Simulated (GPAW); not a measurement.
# Mg3ZnC in GPAW: convergence with k mesh

Mg3ZnC:

```xyz
5
Lattice="4.4069 0.0000 0.0000 0.0000 4.4069 0.0000 0.0000 0.0000 4.4069" Properties=species:S:1:pos:R:3 pbc="T T T"
Zn    0.0000    0.0000    0.0000
Mg    2.2035    0.0000    2.2035
Mg    2.2035    2.2035    0.0000
Mg    0.0000    2.2035    2.2035
C     2.2035    2.2035    2.2035
```

The cell comes from a database or a generator and needn't be the stable form of this composition.

```yaml
Program: GPAW 26.7.0
Task: convergence study
Functional: LDA
Potentials_or_basis: the program's PAW data sets (release 1.2.1) made for this functional
Cutoff: 800 eV
Basis: pw
k_mesh: 2 × 2 × 2
Occupations: fermi-dirac, width 0.05 eV
Spin: no spin polarisation
```

These are the settings of the first run; the series varies k mesh, with any setting tied to it.

Hardware: 1 thread of Arm Neoverse V2, with other jobs on the host.

| k mesh | energy less the tightest run, at zero smearing (meV/atom) | pressure (GPa) | SCF cycles | CPU time (s) | peak memory (GiB) |
| --- | --- | --- | --- | --- | --- |
| 2 × 2 × 2 | -50.02 | -4.71 | 11 | 15 | 0.21 |
| 3 × 3 × 3 | -21.91 | -4.85 | 11 | 15 | 0.21 |
| 4 × 4 × 4 | -6.82 | -4.38 | 11 | 32 | 0.22 |
| 5 × 5 × 5 | 10.06 | -4.54 | 11 | 33 | 0.22 |
| 6 × 6 × 6 | -1.54 | -4.31 | 11 | 60 | 0.25 |
| 7 × 7 × 7 | 0.71 | -4.15 | 11 | 66 | 0.26 |
| 8 × 8 × 8 | 0.00 | -4.31 | 11 | 100 | 0.31 |

Against the tightest run, the energy stays within 1 meV/atom from 7 × 7 × 7 on. Not settled before the last step: the pressure (to 0.1 GPa). Meshes of other sizes hit other points, so gaps and Fermi surfaces needn't settle smoothly. The tightest run that finished is the yardstick and may itself not be fully converged.
